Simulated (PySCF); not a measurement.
**[Yb(H2O)8]3+: how settings move a single point**

Which settings matter for [Yb(H2O)8]3+? Each run alters one on purpose. The structure is generated, not taken from experiment.

Computed with PySCF 2.14.0. Level: BP86, Yb lcecp-1-SVP with ECP59, O def2-SVP, H def2-SVP; scalar-relativistic core potentials, no spin–orbit coupling.

4 further runs of the same task are left out: 2 for a known fault of the program, 2 that didn't finish.

## Step 1: Where the work starts

25 atoms, charge 3, spin multiplicity 1.

Bond lengths: Yb1–O2 2.406 Å, Yb1–O5 2.406 Å, Yb1–O8 2.406 Å, Yb1–O11 2.406 Å, Yb1–O14 2.406 Å, Yb1–O17 2.406 Å, Yb1–O20 2.406 Å, Yb1–O23 2.406 Å, O2–H3 0.983 Å, O2–H4 0.983 Å, O5–H6 0.983 Å, O5–H7 0.983 Å, O8–H9 0.983 Å, O8–H10 0.983 Å, O11–H12 0.983 Å, O11–H13 0.983 Å, O14–H15 0.983 Å, O14–H16 0.983 Å and more. Angles: O2–Yb1–O5 74.7°, O2–Yb1–O8 118.2°, O2–Yb1–O11 74.7°, O2–Yb1–O14 75.1°, O2–Yb1–O17 141.7°, O2–Yb1–O20 141.7°, O2–Yb1–O23 75.1°, O5–Yb1–O8 74.7°, O5–Yb1–O11 118.2°, O5–Yb1–O14 75.1°, O5–Yb1–O17 75.1°, O5–Yb1–O20 141.7°, O5–Yb1–O23 141.7°, O8–Yb1–O11 74.7°, O8–Yb1–O14 141.7°, O8–Yb1–O17 75.1°, O8–Yb1–O20 75.1°, O8–Yb1–O23 141.7° and more.

Geometry (Å):

```xyz
25
H16O8Yb
Yb    0.00000    0.00000    0.00000
O     2.06442    0.00003    1.23520
H     2.24731    0.00004    2.20123
H     2.95622    0.00005    0.82228
O    -0.00003    2.06442    1.23520
H    -0.00004    2.24731    2.20123
H    -0.00005    2.95622    0.82228
O    -2.06442   -0.00003    1.23520
H    -2.24731   -0.00004    2.20123
H    -2.95622   -0.00005    0.82228
O     0.00003   -2.06442    1.23520
H     0.00004   -2.24731    2.20123
H     0.00005   -2.95622    0.82228
O     1.45974    1.45979   -1.23520
H     2.09033    2.09040   -0.82228
H     1.58906    1.58912   -2.20123
O    -1.45979    1.45974   -1.23520
H    -2.09040    2.09033   -0.82228
H    -1.58912    1.58906   -2.20123
O    -1.45974   -1.45979   -1.23520
H    -2.09033   -2.09040   -0.82228
H    -1.58906   -1.58912   -2.20123
O     1.45979   -1.45974   -1.23520
H     2.09040   -2.09033   -0.82228
H     1.58912   -1.58906   -2.20123
```

Formal oxidation states: Yb +3. Each metal's 13 4f electrons lie in its core potential, so multiplicities, spins and levels count the valence alone. An earlier session relaxed this geometry at BP86, Yb lcecp-1-SVP with ECP59, O def2-SVP, H def2-SVP (singlet, point group D4d). Its vibrations showed it to be a saddle point, relaxed within its symmetry.

The sound run used a (50, 194) grid (finer on f atoms), a threshold of 1e-8 and at most 55 cycles, and ended at -649.702180 Eh.

## Step 2: Try 1

File run.py (the lines that set the calculation):

```python
mol = gto.M(atom='''
Yb     0.00000     0.00000     0.00000
O      2.06442     0.00003     1.23520
H      2.24731     0.00004     2.20123
H      2.95622     0.00005     0.82228
O     -0.00003     2.06442     1.23520
H     -0.00004     2.24731     2.20123
H     -0.00005     2.95622     0.82228
O     -2.06442    -0.00003     1.23520
H     -2.24731    -0.00004     2.20123
H     -2.95622    -0.00005     0.82228
O      0.00003    -2.06442     1.23520
H      0.00004    -2.24731     2.20123
H      0.00005    -2.95622     0.82228
O      1.45974     1.45979    -1.23520
H      2.09033     2.09040    -0.82228
H      1.58906     1.58912    -2.20123
O     -1.45979     1.45974    -1.23520
H     -2.09040     2.09033    -0.82228
H     -1.58912     1.58906    -2.20123
O     -1.45974    -1.45979    -1.23520
H     -2.09033    -2.09040    -0.82228
H     -1.58906    -1.58912    -2.20123
O      1.45979    -1.45974    -1.23520
H      2.09040    -2.09033    -0.82228
H      1.58912    -1.58906    -2.20123''',
    basis={'Yb': 'lcecp-1-SVP', 'O': 'def2-SVP', 'H': 'def2-SVP'},
    ecp={'Yb': 'lcecp-1-SVP'},
    charge=3, spin=0)
mf = dft.RKS(mol, xc='B88,P86')
mf.grids.atom_grid = (50, 194)  # f atoms: unpruned, at least (60, 302)
mf = mf.density_fit()  # fitting sets: Yb AutoAux, O def2-universal-JKFIT, H def2-universal-JKFIT
mf.conv_tol = 1e-05; mf.max_cycle = 55
mf.kernel(dm0)  # dm0: free metal ions and neutral atoms
```

Launch:

```console
$ OMP_NUM_THREADS=4 python run.py
```

Output:

```text
init E= -641.291919815537
  HOMO = -1.05426522074034  LUMO = -0.733505455241289  gap/eV = 8.72832
cycle= 1 E= -647.263045801121  delta_E= -5.97  |g|= 3.65  |ddm|= 4.58
  HOMO = -0.32960020500137  LUMO = -0.307831095594734  gap/eV = 0.59237
cycle= 2 E= -639.4250277306  delta_E= 7.84  |g|= 6.69  |ddm|= 8.85
  HOMO = -0.755839605063601  LUMO = -0.484023701145055  gap/eV = 7.39649
cycle= 3 E= -649.644726874656  delta_E= -10.2  |g|= 0.511  |ddm|= 7.62
  HOMO = -0.701129099955104  LUMO = -0.513861006930153  gap/eV = 5.09582
cycle= 4 E= -649.695677645113  delta_E= -0.051  |g|= 0.156  |ddm|= 0.574
  HOMO = -0.691552524514856  LUMO = -0.477721500542533  gap/eV = 5.81864
cycle= 5 E= -649.702010895799  delta_E= -0.00633  |g|= 0.0225  |ddm|= 0.246
  HOMO = -0.693006708812752  LUMO = -0.483549904134048  gap/eV = 5.69961
cycle= 6 E= -649.702175210851  delta_E= -0.000164  |g|= 0.00387  |ddm|= 0.0379
  HOMO = -0.6928276613391  LUMO = -0.482995116147421  gap/eV = 5.70983
cycle= 7 E= -649.702179778975  delta_E= -4.57e-06  |g|= 0.00135  |ddm|= 0.00532
  HOMO = -0.692791309093952  LUMO = -0.482917521645817  gap/eV = 5.71096
Extra cycle  E= -649.702178740836  delta_E= 1.04e-06  |g|= 0.00232  |ddm|= 0.00238
converged SCF energy = -649.702178740836
```

Wall time 28 s (4 threads of Intel Xeon Platinum 8259CL at 2.50GHz (Skylake/Cascade Lake), shared host).

Changed: the SCF threshold (1e-05). It converges in 7 cycles, at the sound run's energy within 0.001 eV, with a largest force component of 0.01 eV/Å. The result survives the change.

## Step 3: Try 2

Edit run.py (the lines that set the calculation) of step 2 so:

```diff
@@ -30,5 +30,5 @@
 mf = dft.RKS(mol, xc='B88,P86')
-mf.grids.atom_grid = (50, 194)  # f atoms: unpruned, at least (60, 302)
+mf.grids.atom_grid = (40, 110)  # f atoms: unpruned
 mf = mf.density_fit()  # fitting sets: Yb AutoAux, O def2-universal-JKFIT, H def2-universal-JKFIT
-mf.conv_tol = 1e-05; mf.max_cycle = 55
+mf.conv_tol = 1e-08; mf.max_cycle = 55
 mf.kernel(dm0)  # dm0: free metal ions and neutral atoms
```

Launch:

```console
$ OMP_NUM_THREADS=4 python run.py
```

Output:

```text
init E= -641.2868214333
  HOMO = -1.05379124911719  LUMO = -0.733945396390411  gap/eV = 8.70345
cycle= 1 E= -647.258677671447  delta_E= -5.97  |g|= 3.65  |ddm|= 4.58
  HOMO = -0.329893777112737  LUMO = -0.307634157577353  gap/eV = 0.60572
cycle= 2 E= -639.408001221235  delta_E= 7.85  |g|=  6.7  |ddm|= 8.87
  HOMO = -0.755102759593766  LUMO = -0.484462228633419  gap/eV = 7.36450
cycle= 3 E= -649.638586312717  delta_E= -10.2  |g|= 0.513  |ddm|= 7.63
  HOMO = -0.700276393340388  LUMO = -0.514573918077772  gap/eV = 5.05322
cycle= 4 E= -649.68951679535  delta_E= -0.0509  |g|= 0.164  |ddm|= 0.58
  HOMO = -0.691285444723549  LUMO = -0.478806929563056  gap/eV = 5.78183
cycle= 5 E= -649.696163895795  delta_E= -0.00665  |g|= 0.0393  |ddm|= 0.249
  HOMO = -0.69208890815497  LUMO = -0.482333666863589  gap/eV = 5.70773
cycle= 6 E= -649.696370828535  delta_E= -0.000207  |g|= 0.0271  |ddm|= 0.0441
  HOMO = -0.692738659692647  LUMO = -0.483875682936841  gap/eV = 5.68345
cycle= 7 E= -649.696504827942  delta_E= -0.000134  |g|= 0.00241  |ddm|= 0.0199
  HOMO = -0.692612591066726  LUMO = -0.483477527766247  gap/eV = 5.69085
cycle= 8 E= -649.696506565701  delta_E= -1.74e-06  |g|= 0.000336  |ddm|= 0.00326
  HOMO = -0.692609214560443  LUMO = -0.483470352958516  gap/eV = 5.69096
cycle= 9 E= -649.696506589893  delta_E= -2.42e-08  |g|= 3.67e-05  |ddm|= 0.000337
  HOMO = -0.692609472737559  LUMO = -0.48347592569079  gap/eV = 5.69081
cycle= 10 E= -649.696506590218  delta_E= -3.25e-10  |g|= 5.85e-06  |ddm|= 5.02e-05
  HOMO = -0.692609245909838  LUMO = -0.4834753338307  gap/eV = 5.69082
Extra cycle  E= -649.696506590221  delta_E= -3.18e-12  |g|= 4.28e-06  |ddm|= 1.09e-05
converged SCF energy = -649.696506590221
```

Wall time 26 s (4 threads of Intel Xeon Platinum 8259CL at 2.50GHz (Skylake/Cascade Lake), shared host).

Changed: the integration grid, to (40, 110). It converges in 10 cycles, +0.154 eV from the sound run, with a largest force component of 0.07 eV/Å. The setting is unsound, so these numbers aren't the compound's.

## Step 4: Try 3

File run.py (the lines that set the calculation):

```python
mol = gto.M(atom='''
Yb     0.00000     0.00000     0.00000
O      1.94056     0.00003     1.16109
H      2.11248     0.00004     2.06916
H      2.77885     0.00005     0.77294
O     -0.00003     1.94056     1.16109
H     -0.00004     2.11248     2.06916
H     -0.00005     2.77885     0.77294
O     -1.94056    -0.00003     1.16109
H     -2.11248    -0.00004     2.06916
H     -2.77885    -0.00005     0.77294
O      0.00003    -1.94056     1.16109
H      0.00004    -2.11248     2.06916
H      0.00005    -2.77885     0.77294
O      1.37216     1.37220    -1.16109
H      1.96491     1.96497    -0.77294
H      1.49372     1.49377    -2.06916
O     -1.37220     1.37216    -1.16109
H     -1.96497     1.96491    -0.77294
H     -1.49377     1.49372    -2.06916
O     -1.37216    -1.37220    -1.16109
H     -1.96491    -1.96497    -0.77294
H     -1.49372    -1.49377    -2.06916
O      1.37220    -1.37216    -1.16109
H      1.96497    -1.96491    -0.77294
H      1.49377    -1.49372    -2.06916''',
    basis={'Yb': 'lcecp-1-SVP', 'O': 'def2-SVP', 'H': 'def2-SVP'},
    ecp={'Yb': 'lcecp-1-SVP'},
    charge=3, spin=0)
mf = dft.RKS(mol, xc='B88,P86')
mf.grids.atom_grid = (50, 194)  # f atoms: unpruned, at least (60, 302)
mf = mf.density_fit()  # fitting sets: Yb AutoAux, O def2-universal-JKFIT, H def2-universal-JKFIT
mf.conv_tol = 1e-08; mf.max_cycle = 55
mf.kernel(dm0)  # dm0: free metal ions and neutral atoms
```

Launch:

```console
$ OMP_NUM_THREADS=4 python run.py
```

Output:

```text
init E= -641.884541438259
  HOMO = -1.09904464593835  LUMO = -0.762500846680112  gap/eV = 9.15782
cycle= 1 E= -647.259042788913  delta_E= -5.37  |g|= 3.65  |ddm|= 4.85
  HOMO = -0.338435488433342  LUMO = -0.333866409493265  gap/eV = 0.12433
cycle= 2 E= -640.681396926693  delta_E= 6.58  |g|=  6.4  |ddm|= 11.4
  HOMO = -0.788227937261883  LUMO = -0.522951442092545  gap/eV = 7.21854
cycle= 3 E= -649.582977166178  delta_E= -8.9  |g|= 0.416  |ddm|= 10.4
  HOMO = -0.715748100726606  LUMO = -0.487604600283561  gap/eV = 6.20810
cycle= 4 E= -649.619697202958  delta_E= -0.0367  |g|= 0.0603  |ddm|= 0.399
  HOMO = -0.713382959839849  LUMO = -0.475682368743104  gap/eV = 6.46816
cycle= 5 E= -649.62030212225  delta_E= -0.000605  |g|= 0.021  |ddm|= 0.0954
  HOMO = -0.714395872940458  LUMO = -0.480330452488456  gap/eV = 6.36924
cycle= 6 E= -649.620416482489  delta_E= -0.000114  |g|= 0.00368  |ddm|= 0.0323
  HOMO = -0.714247917533162  LUMO = -0.479698253019581  gap/eV = 6.38242
cycle= 7 E= -649.620420371839  delta_E= -3.89e-06  |g|= 0.00119  |ddm|= 0.0055
  HOMO = -0.714244954089921  LUMO = -0.479676755959606  gap/eV = 6.38293
cycle= 8 E= -649.620420466041  delta_E= -9.42e-08  |g|= 0.000445  |ddm|= 0.00103
  HOMO = -0.71424830591003  LUMO = -0.479687918425014  gap/eV = 6.38271
cycle= 9 E= -649.620420501916  delta_E= -3.59e-08  |g|= 3.33e-05  |ddm|= 0.00034
  HOMO = -0.714249427240341  LUMO = -0.479691590526805  gap/eV = 6.38264
cycle= 10 E= -649.620420502146  delta_E= -2.3e-10  |g|= 4.98e-06  |ddm|= 3.75e-05
  HOMO = -0.714249932965547  LUMO = -0.479691690741202  gap/eV = 6.38265
Extra cycle  E= -649.620420502145  delta_E= 1.14e-12  |g|= 3.68e-06  |ddm|= 9.17e-06
converged SCF energy = -649.620420502145
```

It took 35 s on 4 threads of Intel Xeon Platinum 8259CL at 2.50GHz (Skylake/Cascade Lake), shared host.

Changed: the scale of all coordinates (0.94). It converges in 10 cycles, +2.225 eV from the sound run, with a largest force component of 3.40 eV/Å. The setting is unsound, so these numbers aren't the compound's.

## Step 5: Results

| run | changed | ending | energy change (eV) | cycles | time | usable |
| --- | --- | --- | --- | --- | --- | --- |
| 1 | the SCF threshold | converged | 0.000 | 7 | 28 s | yes |
| 2 | the integration grid | converged | +0.154 | 10 | 26 s | no |
| 3 | the scale of all coordinates | converged | +2.225 | 10 | 35 s | no |

1 of 3 altered runs gives a usable result. 2 ended normally with numbers unfit to quote.
